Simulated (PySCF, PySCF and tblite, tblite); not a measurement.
# MeOCOCH(CF3)2 (C5H4F6O2): conformers and averaged spectra, part 2 of 2

PySCF and tblite. Atoms count from 0.

### 8 Shieldings, conformer 1: PW91/def2-SVP

What the job is given:

```
{"job": {"xc": "PW91", "basis": "def2-SVP", "kind": "nmr", "pop": false}, "charge": 0, "multiplicity": 1}
C      2.866516     0.122025    -0.203014
O      1.588874    -0.113849     0.391043
C      0.544096     0.012157    -0.404481
O      0.562013     0.285891    -1.564702
C     -0.754288    -0.235175     0.407449
C     -1.410924     1.116051     0.704515
F     -0.555313     1.900570     1.374324
F     -2.493644     0.986642     1.474737
F     -1.774695     1.779200    -0.386060
C     -1.687244    -1.173941    -0.362341
F     -2.723065    -1.556908     0.392052
F     -2.181080    -0.649181    -1.474166
F     -1.030994    -2.291158    -0.701438
H      2.906487     1.130387    -0.616963
H      3.592846     0.003749     0.595883
H      3.046452    -0.599293    -1.001278
H     -0.503035    -0.705139     1.364531
```

Output:

```text
coarse grid: 16600 points
cycle   1  E = -940.8652098695  dE =  2.259e+00  |g| = 1.598e+00  |ddm| = 4.641e+00
cycle   2  E = -938.9218773501  dE =  1.943e+00  |g| = 3.635e+00  |ddm| = 5.055e+00
cycle   3  E = -941.2116131500  dE = -2.290e+00  |g| = 6.986e-01  |ddm| = 3.979e+00
cycle   4  E = -941.2978628543  dE = -8.625e-02  |g| = 2.836e-01  |ddm| = 8.185e-01
cycle   5  E = -941.3111145962  dE = -1.325e-02  |g| = 9.579e-02  |ddm| = 2.780e-01
cycle   6  E = -941.3130862526  dE = -1.972e-03  |g| = 2.024e-02  |ddm| = 1.074e-01
cycle   7  E = -941.3131679569  dE = -8.170e-05  |g| = 6.304e-03  |ddm| = 2.084e-02
cycle   8  E = -941.3131747300  dE = -6.773e-06  |g| = 2.399e-03  |ddm| = 6.820e-03
final grid: 169568 points
cycle   9  E = -941.4932893045  dE = -5.997e-05  |g| = 1.648e-02  |ddm| = 4.741e-02
cycle  10  E = -941.4931478466  dE =  1.415e-04  |g| = 3.243e-02  |ddm| = 4.138e-02
cycle  11  E = -941.4933342293  dE = -1.864e-04  |g| = 4.939e-03  |ddm| = 2.937e-02
cycle  12  E = -941.4933388615  dE = -4.632e-06  |g| = 1.031e-03  |ddm| = 4.286e-03
cycle  13  E = -941.4933390413  dE = -1.798e-07  |g| = 3.596e-04  |ddm| = 1.132e-03
cycle  14  E = -941.4933390692  dE = -2.790e-08  |g| = 7.439e-05  |ddm| = 3.665e-04
cycle  15  E = -941.4933390702  dE = -9.809e-10  |g| = 2.342e-05  |ddm| = 7.060e-05
converged SCF energy = -941.4933390702

GIAO shielding tensors (ppm)
atom      isotropic    diamagn.    paramagn.     s11        s22        s33       span
  0 C      139.353     242.293    -102.940    109.583    123.899    184.577     74.994
  1 O      142.625     399.501    -256.876    -14.812    216.258    226.428    241.240
  2 C       38.251     262.809    -224.558    -49.707     81.228     83.233    132.940
  3 O      -63.492     399.746    -463.238   -330.287   -185.588    325.399    655.686
  4 C      131.767     266.325    -134.558    117.919    133.367    144.014     26.095
  5 C       61.220     247.960    -186.740     52.410     64.251     67.000     14.589
  6 F      251.736     476.907    -225.171    178.838    248.050    328.321    149.483
  7 F      254.300     467.606    -213.306    182.122    257.532    323.246    141.124
  8 F      263.488     474.206    -210.718    195.001    280.172    315.289    120.288
  9 C       61.633     248.025    -186.391     52.116     65.044     67.739     15.623
 10 F      253.018     467.486    -214.469    179.884    252.966    326.203    146.319
 11 F      264.961     473.200    -208.239    199.821    280.457    314.605    114.784
 12 F      255.718     476.214    -220.496    186.847    246.244    334.063    147.215
 13 H       27.782      29.215      -1.433     23.902     25.897     33.547      9.645
 14 H       28.067      28.188      -0.121     24.615     26.323     33.264      8.648
 15 H       27.811      28.801      -0.991     23.856     25.848     33.727      9.871
 16 H       28.061      35.781      -7.720     26.352     27.877     29.954      3.602
```

It took 79 s on 1 thread of Arm Neoverse N1, shared host; peak memory 1 GiB.

This run: HOMO -7.01 eV, LUMO -1.51 eV; dipole 3.54 D.

### 9 Single-point energy, conformer 1: wB97X/pcseg-1

Changed since step 8:

```diff
@@ -1,2 +1,2 @@
-{"job": {"xc": "PW91", "basis": "def2-SVP", "kind": "nmr", "pop": false}, "charge": 0, "multiplicity": 1}
+{"job": {"xc": "wB97X", "basis": "pcseg-1", "kind": "sp"}, "charge": 0, "multiplicity": 1}
 C      2.866516     0.122025    -0.203014
```

Output:

```text
coarse grid: 16600 points
cycle   1  E = -941.4462063027  dE =  2.878e+00  |g| = 1.563e+00  |ddm| = 4.120e+00
cycle   2  E = -941.3257230263  dE =  1.205e-01  |g| = 1.905e+00  |ddm| = 2.271e+00
cycle   3  E = -941.9183758519  dE = -5.927e-01  |g| = 1.829e-01  |ddm| = 1.282e+00
cycle   4  E = -941.9233565616  dE = -4.981e-03  |g| = 9.279e-02  |ddm| = 1.708e-01
cycle   5  E = -941.9248729813  dE = -1.516e-03  |g| = 2.224e-02  |ddm| = 7.399e-02
cycle   6  E = -941.9249797895  dE = -1.068e-04  |g| = 4.548e-03  |ddm| = 2.196e-02
cycle   7  E = -941.9249865783  dE = -6.789e-06  |g| = 1.405e-03  |ddm| = 6.730e-03
final grid: 169568 points
cycle   8  E = -942.0789570398  dE = -1.563e-04  |g| = 1.019e-02  |ddm| = 4.702e-02
cycle   9  E = -942.0789622349  dE = -5.195e-06  |g| = 9.374e-03  |ddm| = 1.339e-02
cycle  10  E = -942.0789752532  dE = -1.302e-05  |g| = 9.250e-04  |ddm| = 5.594e-03
cycle  11  E = -942.0789754281  dE = -1.749e-07  |g| = 4.170e-04  |ddm| = 1.090e-03
cycle  12  E = -942.0789754655  dE = -3.743e-08  |g| = 1.789e-04  |ddm| = 4.510e-04
cycle  13  E = -942.0789754716  dE = -6.107e-09  |g| = 3.342e-05  |ddm| = 1.526e-04
cycle  14  E = -942.0789754723  dE = -7.431e-10  |g| = 1.685e-05  |ddm| = 9.173e-05
converged SCF energy = -942.0789754723
```

Run time: 41 s. Hardware: 1 thread of Arm Neoverse N1, shared host; peak memory 1.1 GiB.

This run: HOMO -11.52 eV, LUMO 1.71 eV; dipole 3.97 D.

### 10 Shieldings, conformer 2: PW91/def2-SVP

What the job is given:

```
{"job": {"xc": "PW91", "basis": "def2-SVP", "kind": "nmr", "pop": false}, "charge": 0, "multiplicity": 1}
C      2.624136    -0.287788    -0.241148
O      1.215309    -0.078138    -0.336810
C      0.515104    -0.254659     0.761941
O      0.930527    -0.572815     1.834708
C     -0.990966     0.012048     0.490167
C     -1.202075     1.464302     0.054260
F     -0.645096     2.297346     0.941920
F     -2.498433     1.778240    -0.007224
F     -0.670920     1.750018    -1.130800
C     -1.528217    -0.982479    -0.542256
F     -2.855523    -0.901006    -0.662795
F     -1.011851    -0.823837    -1.757310
F     -1.251626    -2.235857    -0.162000
H      3.018175    -0.101104    -1.235897
H      3.056077     0.402907     0.484392
H      2.829012    -1.312237     0.072776
H     -1.540631    -0.142912     1.426167
```

Output:

```text
coarse grid: 16600 points
cycle   1  E = -940.8647569806  dE =  2.262e+00  |g| = 1.600e+00  |ddm| = 4.641e+00
cycle   2  E = -938.8682509658  dE =  1.997e+00  |g| = 3.670e+00  |ddm| = 5.691e+00
cycle   3  E = -941.2047919524  dE = -2.337e+00  |g| = 7.236e-01  |ddm| = 4.681e+00
cycle   4  E = -941.2987026599  dE = -9.391e-02  |g| = 2.782e-01  |ddm| = 8.214e-01
cycle   5  E = -941.3113052570  dE = -1.260e-02  |g| = 9.706e-02  |ddm| = 2.738e-01
cycle   6  E = -941.3132995892  dE = -1.994e-03  |g| = 2.105e-02  |ddm| = 1.060e-01
cycle   7  E = -941.3133844568  dE = -8.487e-05  |g| = 7.111e-03  |ddm| = 2.199e-02
cycle   8  E = -941.3133933050  dE = -8.848e-06  |g| = 2.483e-03  |ddm| = 7.635e-03
final grid: 169568 points
cycle   9  E = -941.4928230608  dE = -5.911e-05  |g| = 1.743e-02  |ddm| = 4.628e-02
cycle  10  E = -941.4926598724  dE =  1.632e-04  |g| = 3.456e-02  |ddm| = 4.546e-02
cycle  11  E = -941.4928720827  dE = -2.122e-04  |g| = 5.835e-03  |ddm| = 3.304e-02
cycle  12  E = -941.4928785591  dE = -6.476e-06  |g| = 1.080e-03  |ddm| = 5.165e-03
cycle  13  E = -941.4928787668  dE = -2.078e-07  |g| = 3.438e-04  |ddm| = 1.140e-03
cycle  14  E = -941.4928787924  dE = -2.555e-08  |g| = 7.703e-05  |ddm| = 3.365e-04
cycle  15  E = -941.4928787934  dE = -1.026e-09  |g| = 2.523e-05  |ddm| = 7.463e-05
cycle  16  E = -941.4928787935  dE = -1.128e-10  |g| = 6.253e-06  |ddm| = 2.570e-05
converged SCF energy = -941.4928787935

GIAO shielding tensors (ppm)
atom      isotropic    diamagn.    paramagn.     s11        s22        s33       span
  0 C      139.391     242.457    -103.066    109.236    123.947    184.989     75.752
  1 O      154.193     402.321    -248.128     -2.636    212.324    252.889    255.525
  2 C       39.304     261.696    -222.392    -50.427     83.191     85.148    135.576
  3 O      -80.784     395.841    -476.625   -343.727   -187.568    288.944    632.671
  4 C      129.810     267.634    -137.824    121.900    125.177    142.354     20.454
  5 C       61.229     247.761    -186.532     51.812     64.508     67.366     15.554
  6 F      252.720     475.107    -222.387    182.195    246.860    329.104    146.909
  7 F      254.281     467.073    -212.792    181.979    256.670    324.192    142.213
  8 F      263.070     477.504    -214.434    196.211    276.260    316.738    120.527
  9 C       61.230     247.758    -186.528     51.814     64.510     67.366     15.553
 10 F      254.303     467.087    -212.783    182.000    256.733    324.178    142.178
 11 F      263.043     477.517    -214.474    196.166    276.262    316.702    120.535
 12 F      252.697     475.081    -222.384    182.129    246.894    329.068    146.939
 13 H       27.953      29.137      -1.183     24.250     26.405     33.204      8.954
 14 H       27.820      28.902      -1.082     23.817     25.672     33.972     10.155
 15 H       27.807      28.905      -1.097     23.820     25.656     33.946     10.126
 16 H       28.216      33.131      -4.915     27.270     27.462     29.916      2.646
```

It took 84 s on 1 thread of Arm Neoverse N1, shared host; peak memory 0.95 GiB.

In short: HOMO -6.97 eV, LUMO -1.48 eV; dipole 1.92 D.

### 11 Single-point energy, conformer 2: wB97X/pcseg-1

Changed since step 10:

```diff
@@ -1,2 +1,2 @@
-{"job": {"xc": "PW91", "basis": "def2-SVP", "kind": "nmr", "pop": false}, "charge": 0, "multiplicity": 1}
+{"job": {"xc": "wB97X", "basis": "pcseg-1", "kind": "sp"}, "charge": 0, "multiplicity": 1}
 C      2.624136    -0.287788    -0.241148
```

Output:

```text
coarse grid: 16600 points
cycle   1  E = -941.4437921185  dE =  2.881e+00  |g| = 1.567e+00  |ddm| = 4.119e+00
cycle   2  E = -941.3085754615  dE =  1.352e-01  |g| = 1.928e+00  |ddm| = 2.331e+00
cycle   3  E = -941.9167315535  dE = -6.082e-01  |g| = 1.964e-01  |ddm| = 1.341e+00
cycle   4  E = -941.9225451243  dE = -5.814e-03  |g| = 9.455e-02  |ddm| = 1.793e-01
cycle   5  E = -941.9241168146  dE = -1.572e-03  |g| = 2.131e-02  |ddm| = 7.236e-02
cycle   6  E = -941.9242167543  dE = -9.994e-05  |g| = 4.576e-03  |ddm| = 2.204e-02
cycle   7  E = -941.9242236289  dE = -6.875e-06  |g| = 1.369e-03  |ddm| = 7.136e-03
final grid: 169568 points
cycle   8  E = -942.0784635264  dE = -1.598e-04  |g| = 1.030e-02  |ddm| = 4.806e-02
cycle   9  E = -942.0784682649  dE = -4.738e-06  |g| = 9.650e-03  |ddm| = 1.353e-02
cycle  10  E = -942.0784820029  dE = -1.374e-05  |g| = 8.970e-04  |ddm| = 5.684e-03
cycle  11  E = -942.0784821629  dE = -1.600e-07  |g| = 4.142e-04  |ddm| = 1.058e-03
cycle  12  E = -942.0784821982  dE = -3.534e-08  |g| = 1.792e-04  |ddm| = 4.314e-04
cycle  13  E = -942.0784822043  dE = -6.027e-09  |g| = 3.053e-05  |ddm| = 1.491e-04
cycle  14  E = -942.0784822049  dE = -6.701e-10  |g| = 1.514e-05  |ddm| = 8.986e-05
converged SCF energy = -942.0784822049
```

It took 41 s on 1 thread of Arm Neoverse N1, shared host; peak memory 0.97 GiB.

In short: HOMO -11.49 eV, LUMO 1.75 eV; dipole 2.08 D.

### 12 Boltzmann average: properties at PW91/def2-SVP

What the job is given:

```
{"job": {"study": "conf", "smiles": "COC(=O)C(C(F)(F)F)C(F)(F)F", "search": {"seed": 1487, "n_embed": 90, "ff_keep": 18, "window": 3.0, "nmax": 6, "temps": [220, 260, 298.15, 340, 380], "t_ref": 298.15, "order": 0.002}, "level": {"nmr": {"xc": "PW91", "basis": "def2-SVP"}, "sp": {"xc": "wB97X", "basis": "pcseg-1"}, "change": "PW91/def2-SVP; energies wB97X/pcseg-1", "top": 4}, "kind": "conf"}, "charge": 0, "multiplicity": 1}
C      2.866516     0.122025    -0.203014
O      1.588874    -0.113849     0.391043
C      0.544096     0.012157    -0.404481
O      0.562013     0.285891    -1.564702
C     -0.754288    -0.235175     0.407449
C     -1.410924     1.116051     0.704515
F     -0.555313     1.900570     1.374324
F     -2.493644     0.986642     1.474737
F     -1.774695     1.779200    -0.386060
C     -1.687244    -1.173941    -0.362341
F     -2.723065    -1.556908     0.392052
F     -2.181080    -0.649181    -1.474166
F     -1.030994    -2.291158    -0.701438
H      2.906487     1.130387    -0.616963
H      3.592846     0.003749     0.595883
H      3.046452    -0.599293    -1.001278
H     -0.503035    -0.705139     1.364531
```

Output:

```text
conformer  sym    E(xTB)   E(DFT)   G(298.15 K)  weight  dipole/D
    1     C1      0.546    0.000    0.000   0.8345    3.965
    2     Cs      0.000    0.310    0.958   0.1655    2.081

mean shielding (ppm) by class
class atoms           220 K      260 K   298.15 K      340 K      380 K
  0 C  0            139.358    139.359    139.359     139.36     139.36
  1 O  1            144.271    144.425     144.54    144.639    144.715
  2 C  2             38.401     38.415     38.425     38.434     38.441
  3 O  3            -65.952    -66.184    -66.355    -66.503    -66.616
  4 C  4            131.488    131.462    131.443    131.426    131.413
  5 C  5,9           61.399     61.396     61.394     61.392     61.391
  6 F  6,7,8         257.13    257.123    257.118    257.113     257.11
  7 H  13,14,15      27.883     27.882     27.882     27.882     27.882
  8 H  16            28.083     28.085     28.087     28.088     28.089
```

Run time: 4.1 min. Hardware: 1 thread of Arm Neoverse N1, shared host. This counts the runs that the step sums up.

Against the first level, at 298 K (shieldings, ppm; largest changes first):

| atoms | wB97X-D/pcSseg-1 in acetone | PW91/def2-SVP | change |
| --- | --- | --- | --- |
| O3 | -89.2 | -66.4 | +22.9 |
| C2 | 16.8 | 38.4 | +21.6 |
| O1 | 127.7 | 144.5 | +16.9 |
| C0 | 129.6 | 139.4 | +9.8 |
| C5, C9 | 56.2 | 61.4 | +5.1 |
| C4 | 126.4 | 131.4 | +5.0 |
| F6, F7, F8 and 3 more | 254.1 | 257.1 | +3.0 |
| H16 | 27.35 | 28.09 | +0.74 |
| H13, H14, H15 | 27.57 | 27.88 | +0.31 |

Weights: from PBE0/def2-SVP in acetone energies 1: 85 %, 2: 15 %; from wB97X/pcseg-1 energies 1: 83 %, 2: 17 % (with a dispersion term where the level has one and the same thermal terms, so they don't follow from the SCF energies alone). Times: 5.6 min and 4.1 min.

### 13 Outcome

What follows sums up all 2 parts.

```
                                         quantity                                                value
                                       conformers  2; the first in weight is no. 1 (C1), 85 % at 298 K
                          root-mean-square dipole                                               4.27 D
averaged ¹³C shifts (wB97X-D/pcSseg-1 in acetone)                         171.1, 131.7, 61.5, 58.4 ppm
 averaged ¹H shifts (wB97X-D/pcSseg-1 in acetone)                                       4.46, 4.24 ppm
```

What this shows: At 298 K conformer 1 holds 85 % of the ensemble (88 % at 220 K, 84 % at 380 K). xTB puts no. 2 lowest, DFT no. 1. Among conformers over 5 %, C4 differs by 1.7 ppm, while the average moves by 0.1 ppm from 220 to 380 K. Between wB97X-D/pcSseg-1 in acetone and PW91/def2-SVP, O3 changes most, by 22.9 ppm of raw shielding; the energies behind both averages, dispersion terms included where typed, rank the same conformer first.
